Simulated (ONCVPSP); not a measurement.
# An ONCV potential for gold, from input to tests

Do these settings give a usable potential? It is generated, then checked for transferability, scattering, ghosts and hardness.

The numbers are computed with ONCVPSP 4.0.1 (PBEsol, scalar-relativistic, spin-unpolarised reference atom).

### Step 1. The atom and the settings

Typed settings, in words:

* element: gold (Au, Z = 79)
* type: optimised norm-conserving Vanderbilt (ONCV)
* frozen core: [Xe] 4f14
* valence charge: 11
* reference configuration: 5d10 6s0.75 6p0.25
* partial waves: 6s: rc 2.26 bohr, ncon 4, nbas 8, qcut 2.8 1/bohr, 2 projectors, debl 3 Ha; 6p: rc 3.78 bohr, ncon 4, nbas 7, qcut 2.6 1/bohr, 2 projectors, debl 1 Ha; 5d: rc 2.10 bohr, ncon 4, nbas 9, qcut 9.9 1/bohr, 2 projectors, debl 1.9 Ha; f scattering state at 0.26 Ha: rc 3.84 bohr, ncon 4, nbas 8, qcut 3 1/bohr, 1 projector
* local potential: polynomial inside 1.98 bohr (lpopt 5, dvloc0 0 Ha)
* core correction: Teter function, fcfact 2.75, rcfact 1.6

The nodes and maxima of the atom's own shells, from an earlier all-electron run, set the scale for the radii.

All-electron outer shells of the reference configuration (PBEsol, scalar-relativistic, ld1.x):

```json
{"shell": "4f", "level (eV)": "-81.80", "outermost node (bohr)": "–", "outermost maximum (bohr)": "0.37"}
{"shell": "5p", "level (eV)": "-60.43", "outermost node (bohr)": "0.52", "outermost maximum (bohr)": "0.96"}
{"shell": "5d", "level (eV)": "-7.50", "outermost node (bohr)": "0.56", "outermost maximum (bohr)": "1.21"}
{"shell": "6s", "level (eV)": "-6.26", "outermost node (bohr)": "1.11", "outermost maximum (bohr)": "2.29"}
{"shell": "6p", "level (eV)": "-1.04", "outermost node (bohr)": "1.32", "outermost maximum (bohr)": "3.51"}
```

### Step 2. Generation

Au.dat

```
# ATOM AND REFERENCE CONFIGURATION
# atsym  z   nc   nv     iexc    psfile
  Au 79.00   12    3  -116133      upf
#
#   n    l    f
    1    0    2.00
    2    0    2.00
    2    1    6.00
    3    0    2.00
    3    1    6.00
    3    2   10.00
    4    0    2.00
    4    1    6.00
    4    2   10.00
    4    3   14.00
    5    0    2.00
    5    1    6.00
    5    2   10.00
    6    0    0.75
    6    1    0.25
#
# PSEUDOPOTENTIAL AND OPTIMIZATION
# lmax
    3
#
#   l,   rc,      ep,       ncon, nbas, qcut
    0    2.26    0.00    4    8    2.80
    1    3.78    0.00    4    7    2.60
    2    2.10    0.00    4    9    9.90
    3    3.84    0.26    4    8    3.00
#
# LOCAL POTENTIAL
# lloc, lpopt,  rc(5),   dvloc0
    4    5    1.98    0.00
#
# VANDERBILT-KLEINMAN-BYLANDER PROJECTORs
# l, nproj, debl
    0    2    3.00
    1    2    1.00
    2    2    1.90
    3    1    2.80
#
# MODEL CORE CHARGE
# icmod, fcfact, rcfact
    3    2.75    1.60
#
# LOG DERIVATIVE ANALYSIS
# epsh1, epsh2, depsh
   -2.00    5.00    0.02
#
# OUTPUT GRID
# rlmax, drl
    6.00    0.01
#
# TEST CONFIGURATIONS
# ncnf
    4
# nvcnf
#   n    l    f
    3
    5    2   10.00
    6    0    1.00
    6    1    0.00
#
    3
    5    2   10.00
    6    0    0.00
    6    1    0.00
#
    3
    5    2    9.00
    6    0    0.00
    6    1    0.00
#
    3
    5    2    9.00
    6    0    1.00
    6    1    1.00
#
```

Started as:

```sh
$ oncvpsp.x < Au.dat > Au.out
```

Before running it: what results should come out? Wanted: cutoffs for 1 and 0.1 mHa per electron, occupied waves; bound ghosts; GHOST(+) flags; largest test error; largest phase difference near zero energy, channels read; rms error of d²Exc/dn², without and with the model core.

As calculated:

| quantity | value |
| --- | --- |
| cutoffs for 1 and 0.1 mHa per electron, occupied waves | 22 Ha and 28 Ha |
| bound ghosts | none found |
| GHOST(+) flags | s at 57 eV, p at 52 eV |
| largest test error (AE − PS) | -33 meV, for 5d9 6s1 6p1 (1 test unsolved) |
| largest phase difference near zero energy, channels read | 0.002 rad |
| rms error of d²Exc/dn², without and with the model core | 2.94 and 0.37 mHa |

The worst unpolarised test, 5d9 6s1 6p1, is off by 33 meV on 6.3 eV; by total energies transferability rates as fair where solved. Of the tests 1 gave no usable energy difference, which is a warning in itself. The potential is of middling hardness: the looser tolerance needs 22 Ha. At the looser tolerance the 5d wave is the slowest; 6s needs 6 Ha. No bound ghost shows below the valence levels. Near zero energy the phases of the channels with partial waves agree within 0.002 rad. The program also flags highly localised states, GHOST(+) (s, p).
